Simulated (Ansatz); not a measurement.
# CN4O2: the cost of one run

Program: Ansatz 0.2.0. Level of theory: the levels named in each step. These are calculated values, not measurements.

## Step 1: The system as given

Bond lengths: N1–N2 1.097 Å, N3–N4 1.097 Å, O5–C6 1.144 Å, C6–O7 1.144 Å. Angles: O5–C6–O7 179.3°.

Coordinates:

```xyz
7

N    -0.0019    0.3402    2.0483
N     0.2518    0.0322    3.0706
N     0.2176   -1.6410   -1.2534
N     0.5513   -2.6707   -1.4340
O     0.8063    1.4265   -0.7917
C    -0.3231    1.2439   -0.7801
O    -1.4541    1.0741   -0.7752
```

## Step 2: A rough first relaxation, PBE-D4/def2-SVP

This run stands in another session on the same molecule. It ended at:

```xyz
7

N    -0.0853    0.0916    1.8988
N     0.4806   -0.4348    2.6977
N     0.1158   -1.6344   -0.9931
N     0.7183   -2.5512   -0.8143
O     0.7779    1.4902   -0.8401
C    -0.3942    1.4416   -0.8997
O    -1.5652    1.4022   -0.9647
```

## Step 3: Relaxation, PBE0-D4/def2-TZVPP

Input file input.yaml:

```yaml
crystal:
  periodic: [false, false, false]
  atoms:
    - { symbol: "N", position_ang: [-0.08527263, 0.09155208, 1.8988077] }
    - { symbol: "N", position_ang: [0.48057146, -0.43481159, 2.69768936] }
    - { symbol: "N", position_ang: [0.11583201, -1.63437936, -0.9931195] }
    - { symbol: "N", position_ang: [0.71827937, -2.55117206, -0.81432457] }
    - { symbol: O, position_ang: [0.77793743, 1.49020379, -0.84005695] }
    - { symbol: C, position_ang: [-0.39423324, 1.44155838, -0.89971251] }
    - { symbol: O, position_ang: [-1.5651844, 1.40223876, -0.96469352] }
basis:
  gaussian: { orbitals: def2-TZVPP }
hamiltonian:
  xc: pbe0
  dispersion: d4
relax:
  f_tol: 0.002
  max_steps: 150
```

Command:

```
$ ansatz run input.yaml --threads 4 --pin off --max-ram 10240MiB --backend cpu --events-out ev --progress --plain --runs-dir out
```

Q: Estimate wall time and peak memory on 4 threads of Intel Xeon at 2.50GHz (Skylake/Cascade Lake), shared host.

About 2.8 min, with a peak of 0.49 GiB.
